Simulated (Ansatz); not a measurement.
# ClFH₃SiSn radical: one species, many methods

How much do the methods differ for ClFH₃SiSn radical? The plan is to run it at one geometry with functionals of several rungs and with coupled cluster, and see how far each lands from CCSD(T) at the basis-set limit for the atomisation energy.

Program: Ansatz 0.2.0, Gaussian basis. Level of theory: functionals in def2-TZVPP, the program's frozen cores in correlated methods. These are calculated values, not measurements.

Levels to be run: LDA (SPW92), PBE-D4, revPBE-D4, BLYP-D4, r2SCAN-D4, B97M-V, PBE0-D4, B3LYP-D4, r2SCANh-D4, r2SCAN0-D4, HSE06-D4, BHLYP-D4, CAM-B3LYP-D4, LC-ωPBE, ωB97X-V, ωB97M-V, B2PLYP, PBE-QIDH; CCSD(T)/def2-SVP; CCSD(T)/def2-TZVPP; MP2/def2-QZVPP; extrapolation to the limit; RPA on PBE.

1 further run of the same task is left out (for a known fault of the program). Runs told in other sessions of the task aren't counted.

**1. Structure used throughout**

An earlier PBE0-D4 in a triple-zeta def2 set relaxation fixed the geometry. Sn takes the def2 core potential; no spin-orbit term is included.

7 atoms, charge 0, spin multiplicity 2.

Atoms are counted from 1 here; the program's logs count them from 0.

Bond lengths: F1–Sn2 1.934 Å, Sn2–Si3 2.653 Å, Sn2–Cl4 2.350 Å, Si3–H5 1.483 Å, Si3–H6 1.483 Å, Si3–H7 1.483 Å. Angles: F1–Sn2–Si3 103.6°, F1–Sn2–Cl4 101.6°, Si3–Sn2–Cl4 105.8°, Sn2–Si3–H5 108.2°, Sn2–Si3–H6 107.2°, Sn2–Si3–H7 106.4°, H5–Si3–H6 111.8°, H5–Si3–H7 111.9°, H6–Si3–H7 111.1°.

Geometry (Å):

```xyz
7
ClFH3SiSn
F    -0.2205   -2.5438    0.7305
Sn   -1.2097   -0.8994    0.4893
Si    0.6873    0.9207    0.1297
Cl   -2.1808   -1.2358   -1.6236
H     1.5802    0.4497   -0.9563
H     1.4101    1.0597    1.4167
H    -0.0052    2.1809   -0.2320
```

**2. LDA**

This LDA is Slater exchange with PW92 correlation.

Contents of in.yaml:

```yaml
crystal:
  periodic: [false, false, false]
  atoms:
    - {symbol: F, position_ang: [-0.220531, -2.543762, 0.730516]}
    - {symbol: Sn, position_ang: [-1.209733, -0.899379, 0.489276]}
    - {symbol: Si, position_ang: [0.687275, 0.920720, 0.129714]}
    - {symbol: Cl, position_ang: [-2.180793, -1.235834, -1.623574]}
    - {symbol: H, position_ang: [1.580186, 0.449747, -0.956349]}
    - {symbol: H, position_ang: [1.410067, 1.059731, 1.416710]}
    - {symbol: H, position_ang: [-0.005172, 2.180877, -0.231994]}
basis:
  gaussian: {orbitals: def2-TZVPP}
magnetization: {spin_polarized: true, initial_magnetization: 1}
hamiltonian: {xc: lda}
output: {orbitals: {seedname: orbitals}}
```

Run with:

```sh
ansatz run in.yaml --threads 4 --pin off --events-out ev --progress --plain --max-ram 10444MiB
```

Further steps of the session: PBE-D4 (GGA); revPBE-D4 (GGA); BLYP-D4 (GGA); r2SCAN-D4 (meta-GGA); B97M-V (meta-GGA); B3LYP-D4 (hybrid); r2SCANh-D4 (hybrid); r2SCAN0-D4 (hybrid); HSE06-D4 (hybrid); BHLYP-D4 (hybrid); CAM-B3LYP-D4 (range-separated); LC-ωPBE (range-separated); ωB97X-V (range-separated); ωB97M-V (range-separated); B2PLYP (double hybrid); PBE-QIDH (double hybrid); CCSD(T) in def2-SVP; CCSD(T) in def2-TZVPP; MP2 in def2-QZVPP; RPA on PBE orbitals.

Q: Predict the results of all the runs planned. Wanted: atomisation energy, CCSD(T)/CBS; farthest beyond LDA; mean size of error, GGA; mean size of error, meta-GGA; mean size of error, hybrid; mean size of error, range-separated; mean size of error, double hybrid; gap, smallest and largest; T1 diagnostic.

As calculated:

| quantity | value |
| --- | --- |
| atomisation energy, CCSD(T)/CBS | 20.179 eV |
| functionals within 0.202 eV (1.0 %) | PBE-D4, BLYP-D4, r2SCAN-D4, r2SCANh-D4, CAM-B3LYP-D4, ωB97X-V, ωB97M-V |
| farthest beyond LDA | BHLYP-D4 (-0.772 eV) |
| mean size of error, GGA | 0.221 eV |
| mean size of error, meta-GGA | 0.134 eV |
| mean size of error, hybrid | 0.388 eV |
| mean size of error, range-separated | 0.218 eV |
| mean size of error, double hybrid | 0.540 eV |
| gap, smallest and largest | 0.60 eV (LDA (SPW92)), 7.26 eV (LC-ωPBE) |
| T1 diagnostic | 0.0169 |
| triples share of the correlation energy | 3.3 % |

LDA overbinds by 2.701 eV (13 %). PBE-D4 misses by +0.064 eV. Double hybrids carry the basis error of their MP2 part in triple zeta, and no dispersion term here, so their miss is partly the set-up's. Taken by rung, meta-GGA functionals do best (0.134 eV on average) and double hybrid ones worst beyond LDA (0.540 eV). hybrid functionals lie within the reference's doubt of that worst mean (0.388 eV), so those two tie. The gap between the best rungs is small, so their order is not settled. Misses under about 0.202 eV are within the doubt on the reference itself, which lacks core-valence correlation, spin-orbit coupling and higher excitations, and its outer-core shells are covered unevenly. All levels share the lack of spin-orbit coupling, which lowers the free heavy atoms and so the true binding. Hartree-Fock recovers 72 % of the binding; the rest is correlation. CCSD(T) in def2-SVP is off by -2.060 eV, which most functionals beat. Orbital gaps span 0.6 to 7.3 eV; exact exchange widens them. Correlated methods include outer-core shells of Sn, which these sets cover unevenly.
